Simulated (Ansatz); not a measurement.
# LuBi2ClO4 (P4/mmm): calculation of mode Grueneisen parameters

Aim: a calculation of mode Grueneisen parameters, for LuBi2ClO4 (P4/mmm), run from a script.

Computed with Ansatz 0.2.0, driven from Python. Level of theory: DFT PBEsol, plane waves, PAW.

## (1) The system

The structure is tetragonal, space group P4/mmm (No. 123). Conventional cell: a = 3.823 Å, b = 3.823 Å, c = 8.856 Å, α = 90.00°, β = 90.00°, γ = 90.00°. Lu (site symmetry 4/mmm) is surrounded by 8 O at 2.34 Å. Bi (site symmetry 4mm) has 4 O at 2.23 Å as nearest neighbours. Cl (site symmetry 4/mmm) is surrounded by 8 Bi at 3.33 Å. O (site symmetry 2mm) has 2 Bi at 2.23 Å and 2 Lu at 2.34 Å as nearest neighbours.

No structure file is read: the coordinates are typed or built in the script.

## (2) Script

File lubi2clo4_gruneisen.py:

```python
'''Shift of the Gamma phonons of LuBi2ClO4 with volume.'''

from dataclasses import dataclass
import warnings

import ansatz as az
import numpy as np


@dataclass
class Options:
    functional: str = 'pbesol'
    filling: str = 'fixed'
    tolerance: float = 1e-06
    mesh: tuple[int, ...] = (5, 5, 3)


opts = Options()

VECTORS = np.array([
    [3.8232, 0.0, 0.0],
    [0.0, 3.8232, 0.0],
    [0.0, 0.0, 8.856],
])
SITES = [
    ('Lu', [0.0, 0.0, 0.0]),
    ('Bi', [0.5, 0.5, 0.7193]),
    ('Bi', [0.5, 0.5, 0.2807]),
    ('Cl', [0.0, 0.0, 0.5]),
    ('O', [0.5, 0.0, 0.848]),
    ('O', [0.0, 0.5, 0.848]),
    ('O', [0.5, 0.0, 0.152]),
    ('O', [0.0, 0.5, 0.152]),
]


def on_lattice(cell):
    crystal = az.Crystal(lattice=az.Lattice.of(cell))
    for symbol, position in SITES:
        crystal = crystal.atom(symbol, position)
    return crystal

warnings.simplefilter('ignore', az.DeckWarning)

modes = {}
for scale in (1 - 0.02, 1.0, 1 + 0.02):
    base = (
        on_lattice(VECTORS * scale ** (1 / 3)).calculation()
        .eigensolver('davidson', mixed_precision=False)
        .functional(opts.functional)
        .occupations(opts.filling)
        .scf(tolerance=opts.tolerance)
        .basis(39 * az.Ry, density_ratio=4)
        .kpoints(*opts.mesh)
        .phonons('dfpt')
    )
    modes[scale] = np.sort(base.run(threads=1, backend='cpu').phonons.gamma_omega_inv_cm)
    print(f'V/V0 = {scale:.2f}:', np.round(modes[scale], 1) + 0.0)

# gamma = -d ln(omega) / d ln(V); ions stay at the typed fractions and modes pair by order
low, middle, high = modes.values()
for w0, w1, w2 in zip(low, middle, high):
    if min(w0, w1, w2) > 5:
        print(f'{w1:8.1f} 1/cm   gamma = {-np.log(w2 / w0) / np.log((1 + 0.02) / (1 - 0.02)):6.2f}')
```

## (3) The calls as engine input

The engine receives this input (first run):

```yaml
crystal:
  lattice:
    - [3.79754016645162, 0.0, 0.0]
    - [0.0, 3.79754016645162, 0.0]
    - [0.0, 0.0, 8.796561967486804]
  atoms:
    - { symbol: Lu, position: [0.0, 0.0, 0.0] }
    - { symbol: Bi, position: [0.5, 0.5, 0.7193] }
    - { symbol: Bi, position: [0.5, 0.5, 0.2807] }
    - { symbol: Cl, position: [0.0, 0.0, 0.5] }
    - { symbol: O, position: [0.5, 0.0, 0.848] }
    - { symbol: O, position: [0.0, 0.5, 0.848] }
    - { symbol: O, position: [0.5, 0.0, 0.152] }
    - { symbol: O, position: [0.0, 0.5, 0.152] }
basis:
  ecutwfc: 530.622031796766
  ecutrho_ratio: 4
kpoints:
  mp_grid:
    grid: [5, 5, 3]
hamiltonian:
  xc: pbesol
scf:
  convergence:
    dr2_threshold: 1.0e-06
  occupations:
    method: fixed
  eigensolver:
    kind: davidson
    mixed_precision: false
phonons:
  method: dfpt
```

## (4) Launch

The run is started by

```console
> python lubi2clo4_gruneisen.py
```

Q: Predict the main results. Wanted: mode Grüneisen parameters; highest frequency; imaginary modes at these points (for each run or level that gives them).

As calculated:

```
                               quantity         value
              mode Grüneisen parameters  1.18 to 3.82
                          runs compared             3
              highest frequency (run 1)      550 cm⁻¹
imaginary modes at these points (run 1)          none
              highest frequency (run 2)      537 cm⁻¹
imaginary modes at these points (run 2)          none
              highest frequency (run 3)      524 cm⁻¹
imaginary modes at these points (run 3)          none
```

What this shows: Positive parameters mean that modes soften as the crystal expands. All axes are scaled alike, which a layered or anisotropic crystal doesn't do under heat or pressure. The long-range field of a polar crystal is left out, so longitudinal optical modes near Γ lie too low. All modes computed here are real. Only Γ is listed, so instabilities elsewhere in the zone are not shown. No mode at these points is imaginary. What to keep in mind:
- The cell isn't relaxed first, so the values belong to this volume.
- Spin-orbit coupling, which matters for elements this heavy, is left out.
- No non-analytic term is added, so at the zone centre the longitudinal optical modes of a polar crystal aren't split off.
- The ions aren't relaxed at each volume, and modes are paired by their order, which mixes them up where branches cross.
